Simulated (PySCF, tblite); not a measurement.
# C₅H₇AlF₃N: geometry, infrared bands and NMR shifts

What infrared bands and NMR shifts should C₅H₇AlF₃N (`C=[CH][Al@@H-]([F])[N+]#CCC(F)F`) show?

The runs use tblite 0.8.0 and PySCF 2.14.0, with density-fitted response routines of our own; the level of theory stands in each step. All values are computed, except where a source is named. Atoms count from 0, in the outputs and in this text.

## 1. Starting geometry

17 atoms, charge 0, multiplicity 1; geometry from: force field or distance geometry start.

Bonds of the start (Å): C0–C1 1.34, C1–Al2 1.93, Al2–F3 1.81, Al2–N4 1.90, N4–C5 1.16, C5–C6 1.46, C6–C7 1.53, C7–F8 1.36, C7–F9 1.38, C0–H10 1.08, C0–H11 1.08, C1–H12 1.11, Al2–H13 1.60, C6–H14 1.11, C6–H15 1.10, C7–H16 1.12.

## 2. Relaxing the molecule with GFN2-xTB

Job settings and geometry (Å):

```
{"job": {"kind": "relax", "xc": "GFN2-xTB", "basis": "xTB"}, "charge": 0, "multiplicity": 1}
C      3.616900     0.700300     1.177500
C      2.637000    -0.201400     1.080500
Al     1.797700    -0.767700    -0.562500
F      1.850600    -2.567000    -0.707000
N     -0.004300    -0.173100    -0.486500
C     -1.108000     0.194400    -0.435700
C     -2.500000     0.645300    -0.368300
C     -3.246600    -0.187000     0.679900
F     -2.684600    -0.060300     1.912600
F     -4.606900     0.046700     0.682300
H      4.016900     1.226800     0.322600
H      4.006000     0.931000     2.163200
H      2.305100    -0.666500     2.037000
H      2.496400    -0.050600    -1.806200
H     -2.474600     1.703000    -0.048000
H     -3.007000     0.485400    -1.334800
H     -3.101500    -1.247000     0.333000
```

On the command line:

```sh
$ OMP_NUM_THREADS=1 python probes_run.py task.json out
```

This one command runs all jobs of the session in turn.

**Question.** This job is followed by: GFN2-xTB harmonic vibrations, gas phase; GIAO PBE0/pcSseg-1 NMR shielding, non-relativistic, gas phase. What will the session give for the following? strongest single infrared mode (GFN2-xTB); zero-point energy (GFN2-xTB); ¹³C shifts against TMS (PBE0/pcSseg-1); ¹H shifts against TMS (PBE0/pcSseg-1); ²⁷Al shifts against AlH4- (PBE0/pcSseg-1); ¹⁹F shifts against CFCl3 (PBE0/pcSseg-1); ¹⁵N shifts against NH3 (PBE0/pcSseg-1).

**Answer**, as computed:

```
                                 quantity                                         value
strongest single infrared mode (GFN2-xTB)                          546 cm⁻¹, 299 km/mol
             zero-point energy (GFN2-xTB)                                 66.9 kcal/mol
   ¹³C shifts against TMS (PBE0/pcSseg-1)          154.3, 146.9, 136.7, 118.3, 26.0 ppm
    ¹H shifts against TMS (PBE0/pcSseg-1)  7.03, 6.98, 6.78, 6.20, 3.88, 3.13, 3.07 ppm
²⁷Al shifts against AlH4- (PBE0/pcSseg-1)                                      43.3 ppm
 ¹⁹F shifts against CFCl3 (PBE0/pcSseg-1)                    -127.0, -128.1, -179.5 ppm
   ¹⁵N shifts against NH3 (PBE0/pcSseg-1)                                     265.1 ppm
```

**Reading.** Relaxing lowered the energy by 0.915 eV in 151 steps; the close pair that moved most is Al2–N4, from 1.899 to 2.061 Å. All 45 modes are real, so the xTB geometry is a minimum. GFN2-xTB is a fitted tight-binding method: band positions and strengths are rough. Its intensities can rank the bands wrongly. The most deshielded carbon is C1 (alkene CH), at 154.3 ppm: as expected for a trigonal carbon in a double bond. The most deshielded hydrogen is H16 (hydrogen on an sp3 CH bonded to 2 F), at 7.03 ppm: its carbon carries F, hence the downfield position. At PBE0/pcSseg-1: The widest tensor belongs to N4: span 469 ppm, with a paramagnetic part of -336 ppm.
